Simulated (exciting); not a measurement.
TePt: single point with PBEsol

The system is TePt.

```xyz
2
Lattice="0.0000 2.8730 2.8730 2.8730 0.0000 2.8730 2.8730 2.8730 0.0000" Properties=species:S:1:pos:R:3 pbc="T T T"
Te    4.3095    4.3095    4.3095
Pt    0.0000    0.0000    0.0000
```

The cell was built by a generator and needn't be a form met in nature.

| Quantity | Value |
| --- | --- |
| Program | exciting (release sodium) |
| Task | single point |
| Functional | PBEsol |
| Potentials or basis | all-electron LAPW+lo, shipped species files, valence relativity iora* |
| rgkmax | 9 |
| k mesh | 8 × 8 × 8 |
| Occupations | fermi-dirac, width 0.05 eV |
| Spin | no spin polarisation |

- Band gap on the k mesh: none (metal or under the smearing width)
- All electrons inside the program's atomic spheres: Te 48.97; Pt 75.81 (radii Te 2.26, Pt 2.26 bohr)

Levels at points of the mesh, in eV from the Fermi level:
```tsv
k point	band 20	band 21	band 22	band 23	band 24	band 25	band 26	band 27
(0.00, 0.00, 0.00)	-3.44	-3.44	2.33	3.25	3.25	3.25	5.84	5.84
(0.50, 0.00, 0.00)	-3.32	-3.32	-3.07	0.94	0.94	3.22	7.28	7.28
(0.50, 0.50, 0.00)	-3.39	-3.15	-3.03	-1.59	-1.59	4.47	4.48	11.48
```

It took 3 min on 1 thread of Arm Neoverse V1 (shared host), peak memory 0.14 GiB.

Caveat: the log's total energy holds no entropy term; the free energy is that total less TS from the occupations. The run has no spin-orbit coupling, so splittings on Pt, Te are missing.
